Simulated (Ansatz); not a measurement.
## ScAg3, space group Fm-3m: a comparison of functionals at one structure

Program: Ansatz 0.2.0, Python API.

`scag3_xc.py`
```python
"""One structure of ScAg3 under several functionals."""

import logging
import sys
import warnings

import ansatz as az
import pandas as pd

logging.basicConfig(stream=sys.stdout, format="%(name)s: %(message)s")
log = logging.getLogger("run")
log.setLevel(logging.INFO)

warnings.simplefilter("ignore", az.DeckWarning)

crystal = (
    az.Lattice.fcc(6.639754)
    .space_group(225)
    .atom("Sc", [0.0, 0.0, 0.0])
    .atom("Ag", [0.25, 0.75, 0.75])
    .atom("Ag", [0.5, 0.0, 0.0])
    .primitive()
)

calc = (
    crystal.calculation()
    .occupations("Fermi-Dirac", width=0.05)
    .kpoints(7)
    .stress()
)

rows = []
for value in ["lda", "blyp", "pbesol"]:
    rep = calc.functional(value).run(threads=1).report
    rows.append((value, rep["free_energy_ev"] / len(rep["lattice"]["sites"]), rep["n_iterations"], sum(rep["stress_gpa"][i][i] for i in range(3)) / 3, rep["n_kpoints"]))

table = pd.DataFrame(rows, columns=["functional", "F/atom (eV)", "iterations", "P (GPa)", "k-points"])
print(table.round(5).to_string(index=False))
```

```console
$ python scag3_xc.py
functional  F/atom (eV)  iterations  P (GPa)  k-points
       lda  -6116.06694           7 -7.24692        20
      blyp  -6239.93799           7  7.76601        20
    pbesol  -6169.73188           7 -3.29826        20
```

From lowest to highest: LDA (-7.2 GPa), PBEsol (-3.3 GPa) and BLYP (7.8 GPa). At a fixed cell a lower pressure usually means a smaller equilibrium volume, so LDA prefers the smallest cell and BLYP the largest.

The run is spin-unpolarised. BLYP can be off by several per cent in the lattices of metals, and by several GPa in the pressure at a fixed cell. For a metal this k-point mesh is coarse: on a finer one energies can move by several to tens of meV an atom and pressures by half a GPa or more, differences at one mesh by less. Pressure is positive in compression. This cell is a computed structure, which may not be the phase found in nature. Total energies of different functionals can't be compared; pressures, moments and gaps at this one structure can. Run time: 12 s on 1 thread of Arm Neoverse V1, on a shared host, peak memory 0.47 GiB.

(Lines on the test bed's own set-up are left out of the output.)
